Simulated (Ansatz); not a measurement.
# MoI (P1) in Ansatz: convergence with xc grid

Aim: find how far xc grid must go before the results for MoI settle, at r2SCAN. This setting moves, with any that are tied to it; all else stays.

All numbers are computed with Ansatz 0.2.0; they aren't measurements. Logs are shortened: lines on timing, memory, paths and dates and some standing lists are left out, and cuts for length are marked.

**1. The cell of the first run**

The typed cell holds 2 atoms: a = 4.496 Å, b = 4.496 Å, c = 4.496 Å, α = 60.00°, β = 60.00°, γ = 60.00°.

The cell was built by a generator and needn't be a form met in nature.

The cell isn't the ideal one: atoms moved at random, drawn with an rms of 0.05 Å.

**2. With xc grid 1**

File input.yaml:

```yaml
crystal:
  lattice:
    - [0.0, 3.17885138, 3.17885138]
    - [3.17885138, 0.0, 3.17885138]
    - [3.17885138, 3.17885138, 0.0]
  atoms:
    - { symbol: Mo, position: [0.001546, -0.001929, 0.006751] }
    - { symbol: I, position: [0.752296, 0.754508, 0.737182] }
hamiltonian:
  xc: r2scan
  pseudopotentials: { kind: nc, accuracy: standard }
kpoints:
  mp_grid: { grid: [5, 5, 5] }
scf:
  occupations: { method: fermi_dirac, width: 0.1 }
output:
  forces: true
  stress: true
  eigenvalues: true
basis:
  xc_grid: 1
```

Potentials or basis: PseudoDojo standard (PBE files).

The run is started by

```sh
$ ansatz run input.yaml --threads 2 --pin off --max-ram 5632MiB --backend cpu --events-out ev --progress --plain --runs-dir out
```

Wall time 15 s (2 threads of Arm Neoverse V2, shared host); peak memory 0.47 GiB.

Results:

```
Free energy            : -2275.1804 eV
Pressure               : -8.6 GPa
Largest force          : 0.510 eV/Å
Band gap on the k mesh : none (metal or under the smearing width)
```

**3. With xc grid 2**

input.yaml, as its differences from that of step 2:

```diff
@@ -20,2 +20,2 @@
 basis:
-  xc_grid: 1
+  xc_grid: 2
```

Potentials or basis: PseudoDojo standard (PBE files).

The run is started by

```sh
$ ansatz run input.yaml --threads 2 --pin off --max-ram 5632MiB --backend cpu --events-out ev --progress --plain --runs-dir out
```

Run time: 15 s. Hardware: 2 threads of Arm Neoverse V2, shared host; peak memory 0.49 GiB.

What came out:

| Item | Value |
| --- | --- |
| Free energy | -2275.1803 eV |
| Pressure | -8.6 GPa |
| Largest force | 0.510 eV/Å |
| Band gap on the k mesh | none (metal or under the smearing width) |

**4. With xc grid 3**

input.yaml, as its differences from that of step 3:

```diff
@@ -20,2 +20,2 @@
 basis:
-  xc_grid: 2
+  xc_grid: 3
```

The run is started by

```sh
$ ansatz run input.yaml --threads 2 --pin off --max-ram 5632MiB --backend cpu --events-out ev --progress --plain --runs-dir out
```

It took 17 s on 2 threads of Arm Neoverse V2, shared host; peak memory 0.57 GiB.

Results (log left out):

```
Free energy            : -2275.1803 eV
Pressure               : -8.6 GPa
Largest force          : 0.510 eV/Å
Band gap on the k mesh : none (metal or under the smearing width)
```

**5. With xc grid 4**

input.yaml, as its differences from that of step 4:

```diff
@@ -20,2 +20,2 @@
 basis:
-  xc_grid: 3
+  xc_grid: 4
```

The run is started by

```sh
$ ansatz run input.yaml --threads 2 --pin off --max-ram 5632MiB --backend cpu --events-out ev --progress --plain --runs-dir out
```

Run time: 20 s. Hardware: 2 threads of Arm Neoverse V2, shared host; peak memory 0.75 GiB.

The run converged. Its results:

```yaml
Free_energy: -2275.1803 eV
Pressure: -8.6 GPa
Largest_force: 0.510 eV/Å
Band_gap_on_the_k_mesh: none (metal or under the smearing width)
```

**6. With xc grid 5**

input.yaml, as its differences from that of step 5:

```diff
@@ -20,2 +20,2 @@
 basis:
-  xc_grid: 4
+  xc_grid: 5
```

Potentials or basis: PseudoDojo standard (PBE files).

The run is started by

```sh
$ ansatz run input.yaml --threads 2 --pin off --max-ram 5632MiB --backend cpu --events-out ev --progress --plain --runs-dir out
```

The program printed:

```text
Warning: hamiltonian.xc reads the kinetic-energy density τ on the library's norm-conserving files, and those of Mo, I were made for PBE. This build holds files of Mo, I that were made for r²SCAN, which a deck under this functional can read where it names no table (hamiltonian.pseudopotentials.accuracy or source), types no xc_functional and has no exact exchange, max_exx_coeff or level of output.embedding that keeps them out. To compare such runs, type hamiltonian.pseudopotentials: {kind: paw, frozen_core: stored} on both or, where PAW refuses one, {kind: nc, accuracy: standard}
Warning: RAYON_NUM_THREADS=2 ignored (pool sized by the plan → 2); use --threads N
Engine: ansatz 0.2.0, aarch64-unknown-linux-gnu
Pseudopotentials: kind: nc
Pseudopotential: Mo, nc, valence charge 14, recommended cutoff 1088.45545 eV (normal), Mo.nc.azcp (PseudoDojo's, or run here from an input of PseudoDojo's; its table is named by hamiltonian.pseudopotentials.accuracy)
Pseudopotential: I, nc, valence charge 7, recommended cutoff 952.398519 eV (normal), I.nc.azcp (PseudoDojo's, or run here from an input of PseudoDojo's; its table is named by hamiltonian.pseudopotentials.accuracy)
Functional definition: r2SCAN
  parameter k0 = 0.174
  parameter k1 = 0.065
  parameter a1 = 4.9479
  exchange = r2scan_x(k0 = k0, k1 = k1, a1 = a1)
  correlation = r2scan_c
Crystal: 2 atoms, lattice volume = 64.245 Å³
Basis set: ecut = 1088.45545 eV, 5209 PW (Γ), exchange–correlation on 250×250×250 points (125 copies of the dense FFT grid, shifted against one another)
Bands: 15, of which v1, the nominal top of the filled ones, is band 11 counted from 1 (10 counted from 0)
Symmetry: 1 space group operations
Space group: P1 (ITA 1), of the structure as read, at distance tolerance 4.0e-5 Å
k-points: 63 of 125 (time reversal used)
Non-local potential: Mo, projectors of the file, l = 0: 2, l = 1: 2, l = 2: 2
Non-local potential: I, projectors of the file, l = 0: 2, l = 1: 2, l = 2: 2, l = 3: 2
Initial density: superposition of atomic densities (chi_scale 0.1, normalization cell, long waves kept (reshape's long-wave potential 0.00 eV rms))
Initial wavefunctions: pseudopotential atomic-orbital guess
Functional: x = r2scan, c = r2scan; τ floored in thin density (d = 2e-4 eV/Å³)
iter 1 solved again at ethr=2.92e-3 eV; its pass at ethr=3.10e-3 eV (dr2=6.14e-1 eV) is discarded
SCF iter   1: F=—  HF=-2275.136341 eV  |F-HF|=—  |Δ(HF+E_count)|=         —  Δρ=4.02e-2  dr2=6.17e-1  dr2_τ=1.12e-1  ethr=2.92e-3  ⟨swp⟩=1.0  Hψ=7104  notcnv=0
preconditioner: auto → Kerker (q_TF=auto, 2.264 Å⁻¹)  [metal: Δε(μ)=0.024 eV  Ē_g=7.428 eV  σ=0.100 eV  W_gap=0.06  n_scr=14 (ndim 8)  ℏωp=16.7 eV  f_vac=0.000  D(μ)=3.46/eV (n_scr^D=26)]
SCF iter   2: F=—  HF=-2275.136249 eV  |F-HF|=—  |Δ(HF+E_count)|=   9.18e-5  Δρ=2.53e-2  dr2=1.80e-1  dr2_τ=2.27e-2  ethr=2.92e-3  ⟨swp⟩=2.0  Hψ=1156  notcnv=0
SCF iter   3: F=—  HF=-2275.173531 eV  |F-HF|=—  |Δ(HF+E_count)|=   3.73e-2  Δρ=6.82e-3  dr2=2.13e-2  dr2_τ=2.50e-2  ethr=8.56e-4  ⟨swp⟩=2.0  Hψ=1655  notcnv=0
SCF iter   4: F=—  HF=-2275.179378 eV  |F-HF|=—  |Δ(HF+E_count)|=   5.85e-3  Δρ=1.27e-3  dr2=7.72e-4  dr2_τ=1.43e-4  ethr=1.01e-4  ⟨swp⟩=2.7  Hψ=1389  notcnv=0
SCF iter   5: F=—  HF=-2275.180344 eV  |F-HF|=—  |Δ(HF+E_count)|=   9.66e-4  Δρ=4.35e-4  dr2=9.27e-5  dr2_τ=3.21e-5  ethr=3.68e-6  ⟨swp⟩=3.0  Hψ=1953  notcnv=0
SCF iter   6: F=—  HF=-2275.180310 eV  |F-HF|=—  |Δ(HF+E_count)|=   3.47e-5  Δρ=9.77e-5  dr2=7.67e-6  dr2_τ=9.26e-7  ethr=4.41e-7  ⟨swp⟩=2.1  Hψ=1298  notcnv=0
SCF iter   7: F=—  HF=-2275.180313 eV  |F-HF|=—  |Δ(HF+E_count)|=   3.13e-6  Δρ=4.30e-5  dr2=6.16e-7  dr2_τ=2.38e-7  ethr=3.65e-8  ⟨swp⟩=2.0  Hψ=1359  notcnv=0
SCF iter   8: F=—  HF=-2275.180313 eV  |F-HF|=—  |Δ(HF+E_count)|=   5.65e-7  Δρ=1.48e-5  dr2=1.10e-7  dr2_τ=2.51e-8  ethr=4.76e-10  ⟨swp⟩=9.1  Hψ=5897  notcnv=0
SCF iter   9: F=-2275.180313 eV  HF=-2275.180313 eV  |F-HF|=1.64e-9  |Δ(HF+E_count)|=   6.94e-8  Δρ=2.56e-6  dr2=4.59e-9  dr2_τ=1.20e-9  ethr=4.76e-10  ⟨swp⟩=6.1  Hψ=4494  notcnv=0
SCF 1 converged in 9 iterations: F = -2275.180313 eV  dr2 = 4.59e-9
SCF converged after 9 iterations
Free energy (F): -2275.180313 eV
Harris-Foulkes:  -2275.180313 eV  (|F-HF|=1.64e-9)
Internal energy: -2275.092426 eV  (E = F + TS)
E sigma→0 (E₀):  -2275.136370 eV
Entropy (-TS):   -0.087887 eV (-43.944 meV/atom)
Fermi energy:    8.263202 eV
--- Per-component energies (eV) ---
  E_band       = -236.035924
  E_kinetic    = 698.043600
  E_local      = -1990.063590  (includes V_loc(G=0)·N_el)
  E_nonlocal   = 285.813729
  E_hartree    = 582.533690
  E_xc         = -401.626454
  E_vxc        = -421.134089  (∫ρ·V_xc dr)
  E_vtau       = 26.236367  (kinetic-family band-sum trace: ∫τ·v_τ [+ j·A + Jᵃ·Aᵃ] dr)
  E_ewald      = -1449.793400
  E_smearing   = -0.087887  (= −TS)
  E_closure    = 0.000000  (closes the sum)
  Σ components = -2275.180313   (vs F -2275.180313, Δ=0.00e0)
--- Forces (eV/Å), atoms counted from 1 ---
  atom   1  Mo    -0.28147016    -0.38484996     0.18038865
  atom   2  I      0.28146385     0.38484063    -0.18038567
  max |Σ_I F_I| component: 9.33e-6 eV/Å
--- Stress (GPa, compression-positive) ---
       -8.558698       0.505873      -1.059957
        0.505873      -8.613450      -0.773221
       -1.059957      -0.773221      -8.524417
  P = ⅓ Tr σ = -8.5655 GPa (-85.655 kbar)
--- Band table (eV; the first three rows and the last of 63) ---
  k-point 0: bands = ["-54.7397", "-27.9407", "-27.9227", "-27.9157", "-7.4060", "2.9032", "3.0219", "3.0795", "7.6277", "7.6341", "8.7888", "10.7126", "10.8248", "11.0622", "13.5939"]
  k-point 1: bands = ["-54.7395", "-27.9467", "-27.9237", "-27.9166", "-7.2810", "2.5209", "3.1048", "3.1464", "7.5623", "7.5668", "9.3304", "10.1949", "10.4217", "10.4521", "13.3520"]
  k-point 2: bands = ["-54.7392", "-27.9565", "-27.9252", "-27.9180", "-7.0698", "2.0583", "3.2289", "3.2403", "7.7073", "7.7454", "8.1285", "9.5232", "9.5612", "10.8425", "14.3275"]
  k-point 62: bands = ["-54.7391", "-27.9491", "-27.9324", "-27.9210", "-7.0046", "2.2195", "2.8395", "3.1773", "7.5630", "7.6890", "8.0935", "9.2225", "9.5244", "11.8943", "13.6194"]
```

Run time: 25 s. Hardware: 2 threads of Arm Neoverse V2, shared host; peak memory 1.1 GiB.

What came out:

| Property | Result |
| --- | --- |
| Free energy | -2275.1803 eV |
| Pressure | -8.6 GPa |
| Largest force | 0.510 eV/Å |
| Band gap on the k mesh | none (metal or under the smearing width) |

**7. Summary**

| xc grid | energy less the tightest run, at zero smearing (meV/atom) | SCF cycles | CPU time (s) | peak memory (GiB) |
| --- | --- | --- | --- | --- |
| 1 | -0.04 | 9 | 30 | 0.47 |
| 2 | 0.00 | 9 | 31 | 0.49 |
| 3 | 0.00 | 9 | 34 | 0.57 |
| 4 | 0.00 | 9 | 40 | 0.75 |
| 5 | 0.00 | 9 | 50 | 1.1 |

Against the tightest run, the energy stays within 1 meV/atom from 1 on. The tightest run that finished is the yardstick and may itself not be fully converged.

Caveats: the meta-GGA runs on potentials made for a GGA; the potentials were made for another functional, which shifts forces and pressure; an odd number of electrons without spin polarisation forces a metal; a magnetic or distorted state may lie lower.
